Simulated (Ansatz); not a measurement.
**CH₄O₂Sn: how energies converge with the basis set**

Aim: see how fast density functionals converge with the basis set for CH₄O₂Sn.

Method: one geometry, several basis sets; program: Ansatz 0.2.0, Gaussian basis.

Levels to be run: PBE0-D4/def2-SVP; ωB97M-V/def2-SVP; PBE0-D4/def2-QZVPP; ωB97M-V/def2-QZVPP; the functionals' def2-TZVPP values are taken from earlier runs.

### Step 1. The relaxed structure

The geometry comes from an earlier relaxation with PBE0-D4 in a triple-zeta def2 set; it is a stationary point, not always the lowest conformer. Sn takes the def2 core potential; no spin-orbit term is included.

SMILES `O=[CH][SnH2][OH]`, 8 atoms, charge 0, spin multiplicity 1.

Atoms are counted from 1 here; the program's logs count them from 0.

Bond lengths: O1–C2 1.200 Å, C2–Sn3 2.210 Å, C2–H5 1.114 Å, Sn3–O4 1.961 Å, Sn3–H6 1.708 Å, Sn3–H7 1.708 Å, O4–H8 0.963 Å. Angles: O1–C2–Sn3 116.9°, O1–C2–H5 120.0°, Sn3–C2–H5 123.1°, C2–Sn3–O4 99.2°, C2–Sn3–H6 114.0°, C2–Sn3–H7 113.9°, O4–Sn3–H6 108.4°, O4–Sn3–H7 108.4°, H6–Sn3–H7 111.9°, Sn3–O4–H8 109.3°.

Coordinates:

```
O    -1.1181   -0.2415   -1.6902
C    -0.4427    0.6285   -1.2142
Sn    0.5402    0.1871    0.7149
O    -0.1141   -1.6411    0.9895
H    -0.3354    1.6026   -1.7433
H    -0.0072    1.1561    2.0099
H     2.2451    0.1436    0.6290
H    -0.6757   -1.8925    0.2485
```

### Step 2. PBE0-D4 in def2-SVP

File in.yaml:

```yaml
crystal:
  periodic: [false, false, false]
  atoms:
    - {symbol: O, position_ang: [-1.118086, -0.241498, -1.690175]}
    - {symbol: C, position_ang: [-0.442750, 0.628498, -1.214227]}
    - {symbol: Sn, position_ang: [0.540182, 0.187120, 0.714882]}
    - {symbol: O, position_ang: [-0.114082, -1.641133, 0.989513]}
    - {symbol: H, position_ang: [-0.335364, 1.602649, -1.743328]}
    - {symbol: H, position_ang: [-0.007183, 1.156090, 2.009943]}
    - {symbol: H, position_ang: [2.245053, 0.143555, 0.628957]}
    - {symbol: H, position_ang: [-0.675670, -1.892482, 0.248536]}
basis:
  gaussian: {orbitals: def2-SVP}
hamiltonian: {xc: pbe0, dispersion: d4}
output: {orbitals: {seedname: orbitals}}
```

Started as:

```console
$ ansatz run in.yaml --threads 2 --pin off --events-out ev --progress --plain --max-ram 4352MiB
```

Output:

```text
Functional definition: PBE0
  name "PBE0"
  cite "Adamo & Barone, J. Chem. Phys. 110, 6158 (1999) doi:10.1063/1.478522"
  cite "Perdew, Burke & Ernzerhof, Phys. Rev. Lett. 77, 3865 (1996) doi:10.1103/PhysRevLett.77.3865"
  parent pbe
  parameter a = 0.25
  parameter kappa = 0.804
  parameter beta = 0.06672455060314922
  exchange = (1 - a)*pbe_x(kappa = kappa, mu = beta*pi^2/3) + a*exact_x
  correlation = pbe_c(beta = beta)
953 factors; integrals over basis functions are off by at most 1.1e-3 eV
mean field evaluation 1: about -11009.8313 eV, gradient 6.0e1 eV
mean field evaluation 2: about -10983.9072 eV, gradient 1.3e2 eV
mean field evaluation 4: about -11016.4809 eV, gradient 7.7e0 eV
mean field evaluation 8: about -11016.7662 eV, gradient 1.0e0 eV
mean field evaluation 16: about -11016.7688 eV, gradient 2.9e-5 eV
mean field -11016.76876463 eV, -404.8587846660 hartree, gradient 2.9e-5 eV, S^2 0.000000; 0 other end points of the search recorded, 0 dependent functions left out
reference -11016.76879189 eV, -404.8587856678 hartree; 24, 24 occupied and 64, 64 virtual orbitals, 953 factors
Total energy: -11016.89386581 eV, -404.8633820495 hartree
```

Wall time 1.4 s (2 threads of Arm Neoverse V2, shared host).

### Step 3. ωB97M-V in def2-SVP

in.yaml, as its differences from that of step 2:

```diff
@@ -13,3 +13,3 @@
   gaussian: {orbitals: def2-SVP}
-hamiltonian: {xc: pbe0, dispersion: d4}
+hamiltonian: {xc: {name: wB97M-V}}
 output: {orbitals: {seedname: orbitals}}
```

Same command.

Output (excerpt; [...] marks lines left out):

```text
Functional definition: wB97M-V
  name "wB97M-V"
  cite "Mardirossian & Head-Gordon, J. Chem. Phys. 144, 214110 (2016) doi:10.1063/1.4952647"
  cite "Becke, J. Chem. Phys. 107, 8554 (1997) doi:10.1063/1.475007"
  cite "Vydrov & Van Voorhis, J. Chem. Phys. 133, 244103 (2010) doi:10.1063/1.3521275"
  # Of w^i u^j: cxij and so on, Table III.
[...]
  gx(w, u) = 1 - cx + cx01*u + cx10*w
  gss(w, u) = css00 + css04*u^4 + css10*w + css20*w^2 + css43*w^4*u^3
  gos(w, u) = cos00 + cos10*w + (cos20 + cos21*u)*w^2 + (cos60 + cos61*u)*w^6
[...]
      + integral(e_c_pw_mod_opposite_spin*gos(b97_w_opposite, b97_u_opposite)) + vv10(b, c)
953 factors; integrals over basis functions are off by at most 1.1e-3 eV
238 factors; integrals over basis functions are off by at most 7.7e-6 eV
[...]
mean field -11019.09014099 eV, -404.9440936737 hartree, gradient 2.9e-5 eV, S^2 0.000000; 0 other end points of the search recorded, 0 dependent functions left out
reference -11019.09018530 eV, -404.9440953020 hartree; 24, 24 occupied and 64, 64 virtual orbitals, 953 factors
Total energy: -11019.09018530 eV, -404.9440953020 hartree
```

It took 6.5 s on 2 threads of Arm Neoverse V2, shared host.

### Step 4. PBE0-D4 in def2-QZVPP

in.yaml, as its differences from that of step 3:

```diff
@@ -12,4 +12,4 @@
 basis:
-  gaussian: {orbitals: def2-SVP}
-hamiltonian: {xc: {name: wB97M-V}}
+  gaussian: {orbitals: "def2-QZVPP.json"}
+hamiltonian: {xc: pbe0, dispersion: d4}
 output: {orbitals: {seedname: orbitals}}
```

The command is unchanged.

Output:

```text
Functional definition: PBE0
  name "PBE0"
  cite "Adamo & Barone, J. Chem. Phys. 110, 6158 (1999) doi:10.1063/1.478522"
  cite "Perdew, Burke & Ernzerhof, Phys. Rev. Lett. 77, 3865 (1996) doi:10.1103/PhysRevLett.77.3865"
  parent pbe
  parameter a = 0.25
  parameter kappa = 0.804
  parameter beta = 0.06672455060314922
  exchange = (1 - a)*pbe_x(kappa = kappa, mu = beta*pi^2/3) + a*exact_x
  correlation = pbe_c(beta = beta)
1244 factors; their error is unknown
mean field evaluation 1: about -11015.2595 eV, gradient 7.1e1 eV
mean field evaluation 2: about -10982.8697 eV, gradient 1.4e2 eV
mean field evaluation 4: about -11023.5459 eV, gradient 1.1e1 eV
mean field evaluation 8: about -11023.7617 eV, gradient 4.2e-2 eV
mean field evaluation 16: about -11023.8271 eV, gradient 2.8e-5 eV
mean field -11023.82713890 eV, -405.1181751361 hartree, gradient 2.8e-5 eV, S^2 0.000000; 0 other end points of the search recorded, 0 dependent functions left out
reference -11023.82717776 eV, -405.1181765641 hartree; 24, 24 occupied and 349, 349 virtual orbitals, 1244 factors
Total energy: -11023.95225168 eV, -405.1227729459 hartree
```

It took 8 s on 2 threads of Arm Neoverse V2, shared host; peak memory 0.96 GiB.

### Step 5. ωB97M-V in def2-QZVPP

in.yaml, as its differences from that of step 4:

```diff
@@ -13,3 +13,3 @@
   gaussian: {orbitals: "def2-QZVPP.json"}
-hamiltonian: {xc: pbe0, dispersion: d4}
+hamiltonian: {xc: {name: wB97M-V}}
 output: {orbitals: {seedname: orbitals}}
```

Same command.

Output (excerpt; [...] marks lines left out):

```text
Functional definition: wB97M-V
  name "wB97M-V"
  cite "Mardirossian & Head-Gordon, J. Chem. Phys. 144, 214110 (2016) doi:10.1063/1.4952647"
  cite "Becke, J. Chem. Phys. 107, 8554 (1997) doi:10.1063/1.475007"
  cite "Vydrov & Van Voorhis, J. Chem. Phys. 133, 244103 (2010) doi:10.1063/1.3521275"
  # Of w^i u^j: cxij and so on, Table III.
[...]
  gx(w, u) = 1 - cx + cx01*u + cx10*w
  gss(w, u) = css00 + css04*u^4 + css10*w + css20*w^2 + css43*w^4*u^3
  gos(w, u) = cos00 + cos10*w + (cos20 + cos21*u)*w^2 + (cos60 + cos61*u)*w^6
[...]
      + integral(e_c_pw_mod_opposite_spin*gos(b97_w_opposite, b97_u_opposite)) + vv10(b, c)
1227 factors; their error is unknown
305 factors; integrals over basis functions are off by at most 9.1e-6 eV
[...]
mean field -11026.34697789 eV, -405.2107775112 hartree, gradient 1.5e-5 eV, S^2 0.000000; 0 other end points of the search recorded, 0 dependent functions left out
reference -11026.34704147 eV, -405.2107798476 hartree; 24, 24 occupied and 349, 349 virtual orbitals, 1227 factors
Total energy: -11026.34704147 eV, -405.2107798476 hartree
```

Wall time 20 s (2 threads of Arm Neoverse V2, shared host); peak memory 1.1 GiB.

### Step 6. Density functionals: the series

The def2-TZVPP values come from earlier runs at the same geometry.

```
functional       basis  functions  energy (eV)  from the largest (eV)  HOMO (eV)  LUMO (eV)
   PBE0-D4    def2-SVP         88  -11016.8939                  7.058      -7.03      -1.58
   PBE0-D4  def2-TZVPP        199  -11023.5927                  0.360      -7.15      -1.79
   PBE0-D4  def2-QZVPP        373  -11023.9523                  0.000      -7.18      -1.85
   ωB97M-V    def2-SVP         88  -11019.0902                  7.257      -9.19       0.81
   ωB97M-V  def2-TZVPP        199  -11025.9980                  0.349      -9.35       0.50
   ωB97M-V  def2-QZVPP        373  -11026.3470                  0.000      -9.38       0.39
```

### Step 7. Summary of results

| quantity | value |
| --- | --- |
| PBE0-D4: double and triple zeta above quadruple | 7.06, 0.36 eV |
| ωB97M-V: double and triple zeta above quadruple | 7.26, 0.35 eV |

In words: PBE0-D4 gains 6.70 eV from double to triple zeta, then 0.36 eV more. Total energies overstate the basis error of differences, where much of it tends to cancel.

For PBE0-D4 the largest set took about 6 times as long as the smallest (8 s against 1.4 s).
